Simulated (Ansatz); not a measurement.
# C2H4BFO2: the cost of one run

Program: Ansatz 0.2.0. Level of theory: RKS r2SCAN0-D4/def2-SVP. These are calculated values, not measurements.

**1. Where the work starts**

10 atoms, charge 0, spin multiplicity 1.

Atoms are counted from 1 here; the program's logs count them from 0.

Bond lengths: B1–C2 1.504 Å, B1–H7 1.218 Å, B1–H8 1.228 Å, C2–O3 1.380 Å, C2–C4 1.395 Å, O3–H9 0.973 Å, C4–O5 1.322 Å, C4–F6 1.318 Å, O5–H10 0.989 Å. Angles: C2–B1–H7 122.0°, C2–B1–H8 120.4°, H7–B1–H8 117.7°, B1–C2–O3 126.4°, B1–C2–C4 118.6°, O3–C2–C4 115.1°, C2–O3–H9 106.2°, C2–C4–O5 126.8°, C2–C4–F6 121.6°, O5–C4–F6 111.6°, C4–O5–H10 105.4°.

As a file:

```tsv
atom	x (Å)	y (Å)	z (Å)
B1	0.97585	-0.48310	-0.71225
C2	0.18912	-0.00435	0.47719
O3	0.62190	0.02335	1.78727
C4	-1.10811	0.46537	0.27354
O5	-1.75143	0.54124	-0.87900
F6	-1.84981	0.89985	1.27207
H7	2.11254	-0.90604	-0.60529
H8	0.48041	-0.45726	-1.83609
H9	1.52972	-0.32800	1.78172
H10	-1.11718	0.19776	-1.55617
```

This geometry comes from a loose relaxation at PBE in a small basis, which is not shown.

**3. The grid**

First coordinate, dihedral C2–C4–O5–H10: 18 values from −180 to 160 °, periodic. Second coordinate, dihedral H7–B1–C2–C4: 18 values from −180 to 160 °, periodic.

Nothing else is relaxed (all other coordinates rigid). Energies count from the relaxed molecule at the same level. Points are written as (first, second).

(The set-up runs are not shown.)

**4. Point (0°, −180°)**

input.yaml

```yaml
crystal:
  periodic: [false, false, false]
  atoms:
    - { symbol: B, position_ang: [0.981636, -0.485477, -0.711812] }
    - { symbol: C, position_ang: [0.185832, -0.005062, 0.462654] }
    - { symbol: O, position_ang: [0.613645, 0.02256, 1.762836] }
    - { symbol: C, position_ang: [-1.091083, 0.458233, 0.269513] }
    - { symbol: O, position_ang: [-1.747114, 0.54428, -0.85668] }
    - { symbol: F, position_ang: [-1.809894, 0.882063, 1.262375] }
    - { symbol: H, position_ang: [2.104817, -0.898533, -0.579338] }
    - { symbol: H, position_ang: [0.507678, -0.467845, -1.825983] }
    - { symbol: H, position_ang: [1.506947, -0.319071, 1.779471] }
    - { symbol: H, position_ang: [-1.169455, 0.217674, -1.560037] }
basis:
  gaussian: { orbitals: def2-SVP }
hamiltonian:
  xc: { name: r2SCAN0 }
  dispersion: d4
output:
  forces: true
```

The run is started by

```sh
$ ansatz run input.yaml --threads 1 --pin off --max-ram 2560MiB --backend cpu --events-out ev --progress --plain --runs-dir out
```

What time and memory should one allow on 1 thread of Intel Xeon Platinum 8488C (Sapphire Rapids), shared host?

About 4.9 s, with a peak of 0.24 GiB.
